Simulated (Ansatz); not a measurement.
# C5H5F5O3Ti: up Jacob's ladder to CCSD(T)

An exercise on one series of results from a longer session: the logs are not shown, and one member is left open.

The runs use Ansatz 0.2.0, Gaussian basis; functionals in def2-TZVPP, the program's frozen cores in correlated methods.

Plan: LDA (SPW92), PBE-D4, revPBE-D4, BLYP-D4, r2SCAN-D4, B97M-V, PBE0-D4, B3LYP-D4, r2SCANh-D4, r2SCAN0-D4, HSE06-D4, BHLYP-D4, CAM-B3LYP-D4, LC-ωPBE, ωB97X-V, ωB97M-V, B2PLYP, PBE-QIDH; CCSD(T)/def2-SVP; CCSD(T)/def2-TZVPP; MP2/def2-QZVPP; extrapolation to the limit; RPA on PBE.

### Structure used throughout

An earlier PBE0-D4 in a triple-zeta def2 set relaxation fixed the geometry.

19 atoms, charge 0, spin multiplicity 1.

Atoms are counted from 1 here; the program's logs count them from 0.

Bond lengths: C1–C2 1.492 Å, C1–H15 1.088 Å, C1–H16 1.093 Å, C1–H17 1.093 Å, C2–C3 1.413 Å, C2–O14 1.253 Å, C3–C4 1.369 Å, C3–H18 1.078 Å, C4–C5 1.531 Å, C4–O9 1.272 Å, C5–F6 1.334 Å, C5–F7 1.330 Å, C5–F8 1.330 Å, O9–Ti10 1.965 Å, Ti10–O11 1.785 Å, Ti10–F12 1.758 Å, Ti10–F13 1.757 Å, Ti10–O14 2.083 Å and more. Angles: C2–C1–H15 112.5°, C2–C1–H16 109.1°, C2–C1–H17 108.8°, H15–C1–H16 109.6°, H15–C1–H17 109.7°, H16–C1–H17 107.0°, C1–C2–C3 120.3°, C1–C2–O14 117.3°, C3–C2–O14 122.3°, C2–C3–C4 120.0°, C2–C3–H18 120.1°, C4–C3–H18 119.9°, C3–C4–C5 120.2°, C3–C4–O9 127.0°, C5–C4–O9 112.8°, C4–C5–F6 112.0°, C4–C5–F7 110.1°, C4–C5–F8 110.1° and more.

Geometry (Å):

```xyz
19

C    -1.7269   -0.8214    1.9916
C    -0.7205   -0.4161    0.9673
C    -0.9725    0.6828    0.1151
C    -0.0423    1.0511   -0.8189
C    -0.3173    2.2307   -1.7560
F    -1.5071    2.7870   -1.5236
F    -0.2933    1.8230   -3.0221
F     0.6135    3.1674   -1.5987
O     1.0915    0.5125   -1.0249
Ti    2.0825   -0.9852   -0.2282
O     1.7500   -2.6821   -0.6719
F     3.3801   -0.6461   -1.3651
F     2.9241   -0.7769    1.3000
O     0.3365   -1.0860    0.9025
H    -2.6138   -0.1911    1.9748
H    -2.0132   -1.8618    1.8205
H    -1.2618   -0.7760    2.9792
H    -1.8980    1.2299    0.1966
H     1.1465   -3.2462   -0.1816
```

The first run:

File in.yaml:

```yaml
crystal:
  periodic: [false, false, false]
  atoms:
    - {symbol: C, position_ang: [-1.726933, -0.821370, 1.991570]}
    - {symbol: C, position_ang: [-0.720455, -0.416138, 0.967279]}
    - {symbol: C, position_ang: [-0.972458, 0.682790, 0.115115]}
    - {symbol: C, position_ang: [-0.042296, 1.051121, -0.818875]}
    - {symbol: C, position_ang: [-0.317345, 2.230679, -1.756030]}
    - {symbol: F, position_ang: [-1.507140, 2.787048, -1.523618]}
    - {symbol: F, position_ang: [-0.293339, 1.823006, -3.022067]}
    - {symbol: F, position_ang: [0.613512, 3.167436, -1.598721]}
    - {symbol: O, position_ang: [1.091490, 0.512506, -1.024904]}
    - {symbol: Ti, position_ang: [2.082470, -0.985174, -0.228245]}
    - {symbol: O, position_ang: [1.750016, -2.682084, -0.671853]}
    - {symbol: F, position_ang: [3.380078, -0.646069, -1.365092]}
    - {symbol: F, position_ang: [2.924119, -0.776869, 1.300002]}
    - {symbol: O, position_ang: [0.336469, -1.085970, 0.902478]}
    - {symbol: H, position_ang: [-2.613796, -0.191064, 1.974831]}
    - {symbol: H, position_ang: [-2.013183, -1.861757, 1.820486]}
    - {symbol: H, position_ang: [-1.261786, -0.776005, 2.979214]}
    - {symbol: H, position_ang: [-1.897969, 1.229910, 0.196551]}
    - {symbol: H, position_ang: [1.146547, -3.246197, -0.181619]}
basis:
  gaussian: {orbitals: def2-TZVPP}
hamiltonian: {xc: lda}
output: {orbitals: {seedname: orbitals}}
```

Launch:

```console
ansatz run in.yaml --threads 11 --pin off --events-out ev --progress --plain --max-ram 174080MiB --backend cuda --devices 0, --max-vram 75GiB
```

Among the steps run: LDA; PBE-D4 (GGA); revPBE-D4 (GGA); BLYP-D4 (GGA); r2SCAN-D4 (meta-GGA); B97M-V (meta-GGA); PBE0-D4 (hybrid); B3LYP-D4 (hybrid); r2SCANh-D4 (hybrid); r2SCAN0-D4 (hybrid); HSE06-D4 (hybrid); BHLYP-D4 (hybrid); CAM-B3LYP-D4 (range-separated); LC-ωPBE (range-separated); ωB97X-V (range-separated); ωB97M-V (range-separated); B2PLYP (double hybrid); PBE-QIDH (double hybrid).

One table of the session follows, with a row left open; its other results are not shown here.

It belongs to the step «Frontier levels by functional». 

```
  functional  HOMO (eV)  LUMO (eV)  gap (eV)
 LDA (SPW92)      -7.36      -3.95      3.41
      PBE-D4      -7.09      -3.65      3.44
   revPBE-D4      -6.99      -3.53      3.46
     BLYP-D4      -6.97      -3.53      3.43
   r2SCAN-D4      -7.36      -3.58      3.78
      B97M-V      -7.36      -3.49      3.87
     PBE0-D4      -8.28      -2.86      5.41
    B3LYP-D4      -8.08      -3.08      5.00
  r2SCANh-D4      -7.80      -3.28      4.52
  r2SCAN0-D4      -8.47      -2.83      5.65
    HSE06-D4      -7.88      -3.24      4.64
    BHLYP-D4      -9.35      -1.92      7.44
CAM-B3LYP-D4      -9.57      -1.80      7.76
     LC-ωPBE          ?          ?         ?
     ωB97X-V     -10.47      -0.70      9.76
     ωB97M-V     -10.39      -0.76      9.64
```

Q: Estimate the row for LC-ωPBE from the others.

The run gave: HOMO (eV): -10.79; LUMO (eV): -0.69; gap (eV): 10.10. In the column «HOMO (eV)» it is the lowest.
